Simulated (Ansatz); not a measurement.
# CH7B2N: the cost of one run

All numbers below are computed with Ansatz 0.2.0 (RKS LDA/def2-SVP).

### Step 1. The structure to begin with

Bond lengths: C1–B2 1.545 Å, B2–B3 1.642 Å, B3–N4 1.516 Å, C1–H5 1.147 Å, C1–H6 1.144 Å, C1–H7 1.106 Å, B2–H8 1.138 Å, B3–H9 1.193 Å, N4–H10 0.976 Å, N4–H11 1.066 Å. Angles (14 of 15 angles, heavy atoms first): C1–B2–B3 119.1°, B2–B3–N4 123.5°, C1–B2–H8 121.5°, B3–B2–H8 119.4°, B2–C1–H5 109.5°, B2–C1–H6 111.8°, B2–C1–H7 114.2°, B2–B3–H9 118.9°, N4–B3–H9 117.4°, B3–N4–H10 112.3°, B3–N4–H11 107.8°, H5–C1–H6 103.0°, H5–C1–H7 108.9°, H6–C1–H7 108.8°.

As a file:

```xyz
11

C    -0.6144    1.7128    0.2587
B    -0.6537    0.1681    0.2857
B     0.5539   -0.6752   -0.4392
N     0.6569   -2.1875   -0.4049
H    -1.5614    2.1281    0.7559
H    -0.6833    2.1204   -0.8084
H     0.2726    2.1532    0.7519
H    -1.4854   -0.3956    0.8200
H     1.4565   -0.0752   -0.9370
H     1.4439   -2.5166   -0.8793
H     0.6798   -2.4896    0.6173
```

### Step 2. Relaxing end A

Contents of input.yaml:

```yaml
crystal:
  periodic: [false, false, false]
  atoms:
    - { symbol: C, position_ang: [-0.6144, 1.7128, 0.2587] }
    - { symbol: B, position_ang: [-0.6537, 0.1681, 0.2857] }
    - { symbol: B, position_ang: [0.5539, -0.6752, -0.4392] }
    - { symbol: "N", position_ang: [0.6569, -2.1875, -0.4049] }
    - { symbol: H, position_ang: [-1.5614, 2.1281, 0.7559] }
    - { symbol: H, position_ang: [-0.6833, 2.1204, -0.8084] }
    - { symbol: H, position_ang: [0.2726, 2.1532, 0.7519] }
    - { symbol: H, position_ang: [-1.4854, -0.3956, 0.82] }
    - { symbol: H, position_ang: [1.4565, -0.0752, -0.937] }
    - { symbol: H, position_ang: [1.4439, -2.5166, -0.8793] }
    - { symbol: H, position_ang: [0.6798, -2.4896, 0.6173] }
basis:
  gaussian: { orbitals: def2-SVP }
hamiltonian:
  xc: lda
relax:
  f_tol: 0.015
  max_steps: 40
output:
  orbitals: {}
```

Started as:

```
ansatz run input.yaml --threads 1 --pin off --max-ram 2048MiB --backend cpu --events-out ev --progress --plain --runs-dir out
```

What time and memory should one allow on 1 thread of Arm Neoverse V1, shared host?

About 36 s, with a peak of 0.12 GiB.
